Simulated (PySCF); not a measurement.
# CH2Br2: the cost of one run

Programs: PySCF 2.14.0, with routines of our own; each step states its level. All values are computed. Atoms count from 0.

## 1. The system as given

5 atoms, charge 0, multiplicity 1; geometry from: GFN2-xTB.

## 2. Optimising the geometry at PBE0-D3(BJ)/def2-SVP

Job settings and geometry (Å):

```
{"job": {"xc": "PBE0", "basis": "def2-SVP", "d3": "d3bj", "grid": 1, "maxiter": 30, "shake": 0.01, "kind": "geom"}, "charge": 0, "multiplicity": 1}
Br    -1.575850     0.888990    -0.025250
C     -0.006480    -0.191830     0.001170
Br     1.604580     0.866420    -0.048080
H      0.026830    -0.763570     0.920870
H     -0.015510    -0.833970    -0.886590
```

The run is started by

```
$ OMP_NUM_THREADS=1 python heavy_run.py task.json out
```

One launch serves the whole session: the jobs run in the order shown.

Q: Estimate the wall time and peak memory of this first job on 1 thread of Arm Neoverse V2, shared host.

About 10 s, with a peak of 0.41 GiB.
